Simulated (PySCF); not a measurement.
# TeOF2 (TeOF2): fields and orbitals

Aim: take TeOF2 (TeOF2) and analyse its density (charges, bond critical points, surface potential) and compute its lowest excited states.

The runs use PySCF 2.14.0; levels as typed in each script, gas phase, geometry from GFN2-xTB.

**1. Where the work starts**

4 atoms, charge 0, spin multiplicity 1.

Bond lengths: Te1–O2 1.729 Å, Te1–F3 1.955 Å, Te1–F4 1.955 Å. Angles: O2–Te1–F3 100.5°, O2–Te1–F4 100.6°, F3–Te1–F4 86.2°.

Coordinates:

```xyz
4
charge 0, multiplicity 1
Te   -0.16447   -0.00044   -0.28914
O    -1.36201   -0.00077    0.95795
F     1.07865    1.33731    0.40903
F     1.08227   -1.33408    0.41007
```

**2. Density, bond paths and surface potential (B3LYP/def2-svpd)**

Contents of input.py:

```python
import numpy as np
from pyscf import gto, scf, dft
from pyscf.scf import atom_ks, atom_hf
from scipy.linalg import block_diag

def solve(mol, dm0=None, hcore=None):
    mf = (dft.UKS if mol.spin else dft.RKS)(mol, xc='b3lyp')
    mf.grids.level = 3
    mf = mf.density_fit(auxbasis='def2-universal-jkfit')
    mf.conv_tol, mf.max_cycle = 1e-8, 80
    if hcore is not None:
        mf.get_hcore = lambda *args: hcore
    mf.kernel(dm0)
    if not mf.converged:
        mf = mf.newton().run(mf.mo_coeff, mf.mo_occ, max_cycle=30)
    assert mf.converged, 'SCF not converged'
    return mf

mol = gto.M(atom='''
Te    -0.16447    -0.00044    -0.28914
O     -1.36201    -0.00077     0.95795
F      1.07865     1.33731     0.40903
F      1.08227    -1.33408     0.41007
''', basis='def2-svpd', ecp={'Te': 'def2-svpd'}, charge=0, spin=0, verbose=4)
mf = solve(mol)
mf.analyze()
# spherically averaged free atoms, for the promolecule
atom_ks.AtomSphAverageRKS.init_guess_by_vsap = lambda self, mol=None: self.init_guess_by_minao(mol)  # core potentials
atm = atom_ks.get_atm_nrks(mol, xc='b3lyp')
pro = block_diag(*[(atm[a[0]][2] * atm[a[0]][3]) @ atm[a[0]][2].T for a in mol._atom])
np.savez('result.npz', e=mf.e_tot, c=mf.mo_coeff, occ=mf.mo_occ, eps=mf.mo_energy, pro=pro, dip=mf.dip_moment(verbose=0), s2=mf.spin_square()[0])
```

Launch:

```
$ OMP_NUM_THREADS=1 python input.py
```

**4. Excited states (M06-2X/def2-svp)**

Contents of input.py:

```python
import numpy as np
from pyscf import gto, scf, dft, tdscf
from pyscf.scf import atom_ks, atom_hf
from scipy.linalg import block_diag

def solve(mol, dm0=None, hcore=None):
    mf = (dft.UKS if mol.spin else dft.RKS)(mol, xc='m062x')
    mf.grids.level = 3
    mf = mf.density_fit(auxbasis='def2-universal-jkfit')
    mf.conv_tol, mf.max_cycle = 1e-8, 80
    if hcore is not None:
        mf.get_hcore = lambda *args: hcore
    mf.kernel(dm0)
    if not mf.converged:
        mf = mf.newton().run(mf.mo_coeff, mf.mo_occ, max_cycle=30)
    assert mf.converged, 'SCF not converged'
    return mf

mol = gto.M(atom='''
Te    -0.16447    -0.00044    -0.28914
O     -1.36201    -0.00077     0.95795
F      1.07865     1.33731     0.40903
F      1.08227    -1.33408     0.41007
''', basis='def2-svp', ecp={'Te': 'def2-svp'}, charge=0, spin=0, verbose=4)
mf = solve(mol)
td = mf.TDA()
td.nstates, td.singlet, td.conv_tol = 4, True, 1e-5
td.kernel()
td.analyze()
x, y = np.array([p[0] for p in td.xy]), np.array([p[1] + 0 * p[0] for p in td.xy])
f, mu = td.oscillator_strength(), td.transition_dipole()
nto = [td.get_nto(state=i + 1, verbose=4) for i in range(len(td.e))]
# spherically averaged free atoms, for the promolecule
atom_ks.AtomSphAverageRKS.init_guess_by_vsap = lambda self, mol=None: self.init_guess_by_minao(mol)  # core potentials
atm = atom_ks.get_atm_nrks(mol, xc='m062x')
pro = block_diag(*[(atm[a[0]][2] * atm[a[0]][3]) @ atm[a[0]][2].T for a in mol._atom])
np.savez('result.npz', e=td.e, f=f, ok=td.converged, w=[n[0] for n in nto], nto=[n[1] for n in nto], x=x, y=y, c=mf.mo_coeff, occ=mf.mo_occ, eps=mf.mo_energy, pro=pro, mu=mu)
```

(Steps that only read results are left out.)

Q: Predict the outcome of this session. Wanted: dipole moment; HOMO, LUMO; lowest singlet excitation.

As calculated:

```
                                   quantity            value
            dipole moment (B3LYP/def2-svpd)           4.61 D
               HOMO, LUMO (B3LYP/def2-svpd)  -9.44, -3.62 eV
lowest singlet excitation (M06-2X/def2-svp)          4.86 eV
```

At B3LYP/def2-svpd: The highest Hirshfeld charge is on Te1 (+0.86 e), the lowest on O2 (−0.35 e). The geometry was not optimised at these levels.
